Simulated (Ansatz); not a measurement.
# Ti: energy and stress against strain

Aim: for Ti, strain the cell along the Voigt pattern (0, 1, 0, 0, 0, 0).

Program: Ansatz 0.2.0. Level of theory: DFT PBEsol, scalar-relativistic, plane waves, PAW. These are calculated values, not measurements.

1 further run of the same task is left out (set aside as unsound or not needed).

## 1. The system as given

The structure is cubic, space group Im-3m (No. 229). Conventional cell: a = 3.282 Å, b = 3.282 Å, c = 3.282 Å, α = 90.00°, β = 90.00°, γ = 90.00°. Around Ti (site symmetry m-3m) lie 8 Ti at 2.84 Å.

As a file:

```
CELL_PARAMETERS angstrom
-1.64100 1.64100 1.64100
1.64100 -1.64100 1.64100
1.64100 1.64100 -1.64100
ATOMIC_POSITIONS crystal
Ti 0.00000 0.00000 0.00000
```

No relaxation comes first: the listed cell is the starting point.

## 2. Zero of the scan

input.yaml

```yaml
crystal:
  lattice:
    - [-1.641, 1.641, 1.641]
    - [1.641, -1.641, 1.641]
    - [1.641, 1.641, -1.641]
  atoms:
    - { symbol: Ti, position: [0.0, 0.0, 0.0] }
basis:
  ecutwfc: 420
kpoints:
  mp_grid: { grid: [20, 20, 20] }
hamiltonian:
  xc: pbesol
scf:
  occupations: { method: gaussian, width: 0.15 }
output:
  forces: true
  stress: true
  eigenvalues: true
```

Started as:

```sh
$ ansatz run input.yaml --threads 1 --pin off --max-ram 1228MiB --backend cpu --events-out ev --progress --plain --runs-dir out
```

## 3. Setting up energy and stress against strain

The cell is strained by ε times the Voigt pattern (0, 1, 0, 0, 0, 0) (xx, yy, zz, yz, xz, xy; engineering shear), with fractional coordinates fixed (clamped ions). The stress on the pattern is the sum of the stress components weighted by it, tension positive.

## 4. Point ε = -0.1500

input.yaml, as its differences from that of step 2:

```diff
@@ -2,5 +2,5 @@
   lattice:
-    - [-1.641, 1.641, 1.641]
-    - [1.641, -1.641, 1.641]
-    - [1.641, 1.641, -1.641]
+    - [-1.641, 1.39485, 1.641]
+    - [1.641, -1.39485, 1.641]
+    - [1.641, 1.39485, -1.641]
   atoms:
```

## 5. Point ε = 0.1125

input.yaml, as its differences from that of step 4:

```diff
@@ -2,5 +2,5 @@
   lattice:
-    - [-1.641, 1.39485, 1.641]
-    - [1.641, -1.39485, 1.641]
-    - [1.641, 1.39485, -1.641]
+    - [-1.641, 1.8256125, 1.641]
+    - [1.641, -1.8256125, 1.641]
+    - [1.641, 1.8256125, -1.641]
   atoms:
```

## 6. Point ε = -0.0750

input.yaml, as its differences from that of step 5:

```diff
@@ -2,5 +2,5 @@
   lattice:
-    - [-1.641, 1.8256125, 1.641]
-    - [1.641, -1.8256125, 1.641]
-    - [1.641, 1.8256125, -1.641]
+    - [-1.641, 1.517925, 1.641]
+    - [1.641, -1.517925, 1.641]
+    - [1.641, 1.517925, -1.641]
   atoms:
```

## 7. ε = 0.0375

input.yaml, as its differences from that of step 6:

```diff
@@ -2,5 +2,5 @@
   lattice:
-    - [-1.641, 1.517925, 1.641]
-    - [1.641, -1.517925, 1.641]
-    - [1.641, 1.517925, -1.641]
+    - [-1.641, 1.7025375, 1.641]
+    - [1.641, -1.7025375, 1.641]
+    - [1.641, 1.7025375, -1.641]
   atoms:
```

## 8. At ε = 0.1500

input.yaml, as its differences from that of step 7:

```diff
@@ -2,5 +2,5 @@
   lattice:
-    - [-1.641, 1.7025375, 1.641]
-    - [1.641, -1.7025375, 1.641]
-    - [1.641, 1.7025375, -1.641]
+    - [-1.641, 1.88715, 1.641]
+    - [1.641, -1.88715, 1.641]
+    - [1.641, 1.88715, -1.641]
   atoms:
```

## 9. ε = -0.1125

input.yaml, as its differences from that of step 8:

```diff
@@ -2,5 +2,5 @@
   lattice:
-    - [-1.641, 1.88715, 1.641]
-    - [1.641, -1.88715, 1.641]
-    - [1.641, 1.88715, -1.641]
+    - [-1.641, 1.4563875, 1.641]
+    - [1.641, -1.4563875, 1.641]
+    - [1.641, 1.4563875, -1.641]
   atoms:
```

## 10. At ε = 0.0750

input.yaml, as its differences from that of step 9:

```diff
@@ -2,5 +2,5 @@
   lattice:
-    - [-1.641, 1.4563875, 1.641]
-    - [1.641, -1.4563875, 1.641]
-    - [1.641, 1.4563875, -1.641]
+    - [-1.641, 1.764075, 1.641]
+    - [1.641, -1.764075, 1.641]
+    - [1.641, 1.764075, -1.641]
   atoms:
```

## 11. Point ε = -0.0375

input.yaml, as its differences from that of step 10:

```diff
@@ -2,5 +2,5 @@
   lattice:
-    - [-1.641, 1.764075, 1.641]
-    - [1.641, -1.764075, 1.641]
-    - [1.641, 1.764075, -1.641]
+    - [-1.641, 1.5794625, 1.641]
+    - [1.641, -1.5794625, 1.641]
+    - [1.641, 1.5794625, -1.641]
   atoms:
```

(Steps that only read results are left out.)

Before running it: what results should come out? Wanted: slope of the stress at ε = 0, over ±0.0375.

As calculated:

| quantity | value |
| --- | --- |
| slope of the stress at ε = 0, over ±0.0375 | 72 GPa |

From the stress slope, C22 is about 72 GPa with the ions clamped. The step is wide, so higher orders mix in. The reference stands under -6.7 GPa, so this is no zero-stress constant. The undisturbed cell is not the lowest point: the energy is 29.8 meV/atom lower at ε = -0.0750; the cell was taken as given and not relaxed at this level.
